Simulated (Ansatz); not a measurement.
# C2H8OZn: the cost of one run

All numbers below are computed with Ansatz 0.2.0 (RKS revPBE/def2-SVP).

**1. The system as given**

Bond lengths: Zn1–C2 2.315 Å, C2–C3 1.488 Å, Zn1–O4 1.822 Å, C2–H7 1.091 Å, C2–H8 1.095 Å, C3–H9 1.117 Å, C3–H10 1.090 Å, C3–H11 1.092 Å, O4–H12 0.955 Å. Angles: Zn1–C2–C3 79.8°, Zn1–C2–H7 165.9°, Zn1–C2–H8 55.7°, C3–C2–H7 111.2°, C3–C2–H8 115.3°, H7–C2–H8 110.4°, C2–Zn1–O4 108.7°, C2–C3–H9 110.1°, C2–C3–H10 111.2°, C2–C3–H11 112.3°, H9–C3–H10 108.5°, H9–C3–H11 105.7°, H10–C3–H11 108.9°, Zn1–O4–H12 121.0°.

Coordinates:

```xyz
12

Zn   -1.3176   -0.3929   -0.2904
C     0.5977    0.1304    0.8999
C     0.9158    0.7720   -0.4049
O    -1.0235   -1.9302   -1.2233
H    -0.5240    0.7852    1.3962
H    -1.4950    0.9017    1.2413
H     1.4647    0.1310    1.5624
H     0.1675   -0.8745    0.8352
H    -0.0247    0.9828   -0.9694
H     1.4515    1.7099   -0.2617
H     1.5083    0.1220   -1.0519
H    -1.7205   -2.3372   -1.7333
```

**2. Pulling towards end A**

Springs on the bonds that form and break draw the guess towards this end; the thresholds are loose.

Input file input.yaml:

```yaml
crystal:
  periodic: [false, false, false]
  atoms:
    - { symbol: Zn, position_ang: [-1.3176, -0.3929, -0.2904] }
    - { symbol: C, position_ang: [0.5977, 0.1304, 0.8999] }
    - { symbol: C, position_ang: [0.9158, 0.772, -0.4049] }
    - { symbol: O, position_ang: [-1.0235, -1.9302, -1.2233] }
    - { symbol: H, position_ang: [-0.524, 0.7852, 1.3962] }
    - { symbol: H, position_ang: [-1.495, 0.9017, 1.2413] }
    - { symbol: H, position_ang: [1.4647, 0.131, 1.5624] }
    - { symbol: H, position_ang: [0.1675, -0.8745, 0.8352] }
    - { symbol: H, position_ang: [-0.0247, 0.9828, -0.9694] }
    - { symbol: H, position_ang: [1.4515, 1.7099, -0.2617] }
    - { symbol: H, position_ang: [1.5083, 0.122, -1.0519] }
    - { symbol: H, position_ang: [-1.7205, -2.3372, -1.7333] }
basis:
  gaussian: { orbitals: def2-SVP }
hamiltonian:
  xc: revpbe
relax:
  f_tol: 0.15
  max_steps: 25
  restrain:
    - { distance: [0, 5], at: 2.83, k: 30.0 }
    - { distance: [4, 1], at: 2.37, k: 30.0 }
    - { distance: [0, 1], at: 1.98, k: 30.0 }
    - { distance: [4, 5], at: 0.62, k: 30.0 }
```

Run with:

```console
> ansatz run input.yaml --threads 2 --pin off --max-ram 3072MiB --backend cpu --events-out ev --progress --plain --runs-dir out
```

What time and memory should one allow on 2 threads of Intel Xeon Platinum 8488C (Sapphire Rapids), shared host?

About 38 s, with a peak of 0.18 GiB.
